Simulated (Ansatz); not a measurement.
Pd in Ansatz: the effect of functional

Slab: Pd, a slab with vacuum.

```
CELL_PARAMETERS angstrom
2.75050 0.00000 0.00000
0.00000 2.75050 0.00000
0.00000 0.00000 24.72450
ATOMIC_POSITIONS crystal
Pd 0.50000 0.50000 0.30334
Pd 0.00000 0.00000 0.38201
Pd 0.50000 0.50000 0.46067
Pd 0.00000 0.00000 0.53933
Pd 0.50000 0.50000 0.61799
Pd 0.00000 0.00000 0.69666
```

The slab is cut from a database's or a generator's crystal, which needn't be the stable form of the element.

Alike in all runs:

```yaml
Program: Ansatz 0.2.0
Task: single point
Potentials_or_basis: all-electron LAPW, scalar-relativistic
Cutoff: 248 eV (chosen from the basis error)
Basis_error_allowed: 0.002 eV/atom
k_mesh: 10 × 10 × 1
Occupations: fermi-dirac, width 0.05 eV
Spin: no spin polarisation
```

Q: One run gave: largest force 0.54 eV/Å; work function 5.49 eV. Which functional did it use?
A. PBE
B. LDA
C. PBEsol

A: B.

| functional | largest force (eV/Å) | work function (eV) |
| --- | --- | --- |
| PBE | 0.22 | 5.08 |
| LDA | 0.54 | 5.49 |
| PBEsol | 0.25 | 5.20 |
